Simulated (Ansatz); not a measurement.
# CH₄F₂SSn: one species, many methods

How much do the methods differ for CH₄F₂SSn? The plan is to run it at one geometry with functionals of several rungs and with coupled cluster, and see how far each lands from CCSD(T) at the basis-set limit for the atomisation energy.

The runs use Ansatz 0.2.0, Gaussian basis; functionals in def2-TZVPP, the program's frozen cores in correlated methods.

Plan: LDA (SPW92), PBE-D4, revPBE-D4, BLYP-D4, r2SCAN-D4, B97M-V, PBE0-D4, B3LYP-D4, r2SCANh-D4, r2SCAN0-D4, HSE06-D4, BHLYP-D4, CAM-B3LYP-D4, LC-ωPBE, ωB97X-V, ωB97M-V, B2PLYP, PBE-QIDH; CCSD(T)/def2-SVP; CCSD(T)/def2-TZVPP; MP2/def2-QZVPP; extrapolation to the limit; RPA on PBE.

### 1 Structure used throughout

An earlier PBE0-D4 in a triple-zeta def2 set relaxation fixed the geometry. Sn takes the def2 core potential; no spin-orbit term is included.

SMILES `[CH3][Sn]([F])([F])[SH]`, 9 atoms, charge 0, spin multiplicity 1.

Atoms are counted from 1 here; the program's logs count them from 0.

Bond lengths: C1–Sn2 2.110 Å, C1–H6 1.089 Å, C1–H7 1.089 Å, C1–H8 1.089 Å, Sn2–F3 1.912 Å, Sn2–F4 1.912 Å, Sn2–S5 2.369 Å, S5–H9 1.345 Å. Angles: Sn2–C1–H6 107.9°, Sn2–C1–H7 109.3°, Sn2–C1–H8 109.3°, H6–C1–H7 110.1°, H6–C1–H8 110.1°, H7–C1–H8 110.2°, C1–Sn2–F3 109.8°, C1–Sn2–F4 109.9°, C1–Sn2–S5 119.3°, F3–Sn2–F4 100.7°, F3–Sn2–S5 107.8°, F4–Sn2–S5 107.7°, Sn2–S5–H9 91.6°.

### 2 LDA

This LDA is Slater exchange with PW92 correlation.

File in.yaml:

```yaml
crystal:
  periodic: [false, false, false]
  atoms:
    - {symbol: C, position_ang: [-1.013437, -0.875351, -0.866233]}
    - {symbol: Sn, position_ang: [0.479342, 0.124796, 0.239453]}
    - {symbol: F, position_ang: [1.175701, -1.037272, 1.589114]}
    - {symbol: F, position_ang: [2.033103, 0.378881, -0.845978]}
    - {symbol: S, position_ang: [-0.030073, 2.198642, 1.264004]}
    - {symbol: H, position_ang: [-0.576961, -1.789776, -1.265631]}
    - {symbol: H, position_ang: [-1.847421, -1.115444, -0.208613]}
    - {symbol: H, position_ang: [-1.348692, -0.234617, -1.680320]}
    - {symbol: H, position_ang: [1.216937, 2.303842, 1.757104]}
basis:
  gaussian: {orbitals: def2-TZVPP}
hamiltonian: {xc: lda}
output: {orbitals: {seedname: orbitals}}
```

The runs that follow: PBE-D4 (GGA); revPBE-D4 (GGA); BLYP-D4 (GGA); r2SCAN-D4 (meta-GGA); B97M-V (meta-GGA); PBE0-D4 (hybrid); B3LYP-D4 (hybrid); r2SCANh-D4 (hybrid); r2SCAN0-D4 (hybrid); HSE06-D4 (hybrid); BHLYP-D4 (hybrid); CAM-B3LYP-D4 (range-separated); LC-ωPBE-D4 (range-separated); ωB97X-V (range-separated); ωB97M-V (range-separated); B2PLYP (double hybrid); PBE-QIDH (double hybrid); CCSD(T) in def2-SVP; CCSD(T) in def2-TZVPP; MP2 in def2-QZVPP; RPA on PBE orbitals.

Q: Predict the results of all the runs planned. Wanted: atomisation energy, CCSD(T)/CBS; farthest beyond LDA; mean size of error, GGA; mean size of error, meta-GGA; mean size of error, hybrid; mean size of error, range-separated; mean size of error, double hybrid; gap, smallest and largest; T1 diagnostic.

**Answer**, as computed:

| quantity | value |
| --- | --- |
| atomisation energy, CCSD(T)/CBS | 32.021 eV |
| functionals within 0.320 eV (1.0 %) | PBE-D4, r2SCAN-D4, B97M-V, ωB97X-V, ωB97M-V |
| farthest beyond LDA | BHLYP-D4 (-1.684 eV) |
| mean size of error, GGA | 0.459 eV |
| mean size of error, meta-GGA | 0.126 eV |
| mean size of error, hybrid | 0.821 eV |
| mean size of error, range-separated | 0.314 eV |
| mean size of error, double hybrid | 0.780 eV |
| gap, smallest and largest | 4.23 eV (LDA (SPW92)), 11.73 eV (LC-ωPBE) |
| T1 diagnostic | 0.0133 |
| triples share of the correlation energy | 3.3 % |

What this shows: The LDA atomisation energy is off by 4.546 eV (14 %): it overbinds. PBE-D4 misses by +0.255 eV. Double hybrids carry the basis error of their MP2 part in triple zeta, and no dispersion term here, so their miss is partly the set-up's. The rungs meta-GGA, range-separated miss on average by less than the doubt on the reference (0.320 eV), so they tie. The reference freezes the cores and leaves out spin-orbit coupling and excitations past (T), and its outer-core shells are covered unevenly, so misses under about 0.320 eV can't be ranked. All levels share the lack of spin-orbit coupling, which lowers the free heavy atoms and so the true binding. Hartree-Fock recovers 70 % of the binding; the rest is correlation. CCSD(T) in def2-SVP is off by -2.722 eV, which most functionals beat. The gap grows from 4.2 to 11.7 eV across the functionals, mostly with the share of exact exchange. Correlated methods include outer-core shells of Sn, which these sets cover unevenly.
